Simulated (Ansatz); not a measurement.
# C4H10Sn: how energies converge with the basis set

An exercise on one series of results from a longer session: the logs are not shown, and one member is left open.

The runs use Ansatz 0.2.0, Gaussian basis; one geometry, several basis sets.

Levels to be run: PBE0-D4/def2-SVP; ωB97M-V/def2-SVP; PBE0-D4/def2-QZVPP; ωB97M-V/def2-QZVPP; the functionals' def2-TZVPP values are taken from earlier runs.

**The geometry**

The geometry comes from an earlier relaxation with PBE0-D4 in a triple-zeta def2 set; it is a stationary point, not always the lowest conformer. Sn takes the def2 core potential; no spin-orbit term is included.

SMILES `C[CH2][Sn][CH2]C`, 15 atoms, charge 0, spin multiplicity 1.

Atoms are counted from 1 here; the program's logs count them from 0.

Bond lengths: C1–C2 1.524 Å, C1–H6 1.095 Å, C1–H7 1.095 Å, C1–H8 1.093 Å, C2–Sn3 2.205 Å, C2–H9 1.093 Å, C2–H10 1.097 Å, Sn3–C4 2.206 Å, C4–C5 1.524 Å, C4–H11 1.093 Å, C4–H12 1.098 Å, C5–H13 1.095 Å, C5–H14 1.095 Å, C5–H15 1.093 Å. Angles: C2–C1–H6 111.9°, C2–C1–H7 112.1°, C2–C1–H8 111.8°, H6–C1–H7 106.6°, H6–C1–H8 107.0°, H7–C1–H8 107.1°, C1–C2–Sn3 113.5°, C1–C2–H9 110.8°, C1–C2–H10 110.4°, Sn3–C2–H9 108.3°, Sn3–C2–H10 107.1°, H9–C2–H10 106.5°, C2–Sn3–C4 94.7°, Sn3–C4–C5 114.8°, Sn3–C4–H11 108.0°, Sn3–C4–H12 106.2°, C5–C4–H11 110.9°, C5–C4–H12 110.4° and more.

The first run:

The input, in.yaml:

```yaml
crystal:
  periodic: [false, false, false]
  atoms:
    - {symbol: C, position_ang: [-0.533149, 0.482616, 1.816291]}
    - {symbol: C, position_ang: [0.919991, 0.482546, 1.355648]}
    - {symbol: Sn, position_ang: [1.505017, -1.360030, 0.294954]}
    - {symbol: C, position_ang: [-0.091429, -1.211453, -1.219631]}
    - {symbol: C, position_ang: [-0.177531, 0.135041, -1.927293]}
    - {symbol: H, position_ang: [-0.746573, -0.348856, 2.495994]}
    - {symbol: H, position_ang: [-0.794010, 1.400306, 2.354333]}
    - {symbol: H, position_ang: [-1.225879, 0.394566, 0.975252]}
    - {symbol: H, position_ang: [1.596248, 0.619018, 2.203623]}
    - {symbol: H, position_ang: [1.105226, 1.320485, 0.672160]}
    - {symbol: H, position_ang: [0.050474, -2.021724, -1.939876]}
    - {symbol: H, position_ang: [-1.031454, -1.428919, -0.695571]}
    - {symbol: H, position_ang: [0.749580, 0.378361, -2.456146]}
    - {symbol: H, position_ang: [-0.978601, 0.156181, -2.674019]}
    - {symbol: H, position_ang: [-0.369810, 0.951162, -1.226317]}
basis:
  gaussian: {orbitals: def2-SVP}
hamiltonian: {xc: pbe0, dispersion: d4}
output: {orbitals: {seedname: orbitals}}
```

Run with:

```
ansatz run in.yaml --threads 2 --pin off --events-out ev --progress --plain --max-ram 20480MiB --backend cpu
```

Among the steps run: PBE0-D4 in def2-SVP; ωB97M-V in def2-SVP; PBE0-D4 in def2-QZVPP; ωB97M-V in def2-QZVPP.

One table of the session follows, with a row left open; its other results are not shown here.

It belongs to the step «Density functionals: the series». 

```
functional       basis  HOMO (eV)  LUMO (eV)
   PBE0-D4    def2-SVP      -5.64      -2.30
   PBE0-D4  def2-TZVPP          ?          ?
   PBE0-D4  def2-QZVPP      -5.71      -2.36
   ωB97M-V    def2-SVP      -7.66      -0.52
   ωB97M-V  def2-TZVPP      -7.73      -0.65
   ωB97M-V  def2-QZVPP      -7.74      -0.68
```

**Question.** Estimate the row for PBE0-D4, def2-TZVPP.

**Answer.** HOMO (eV): -5.69; LUMO (eV): -2.35. In the column «HOMO (eV)» it lies between PBE0-D4, def2-QZVPP (-5.71) and PBE0-D4, def2-SVP (-5.64).
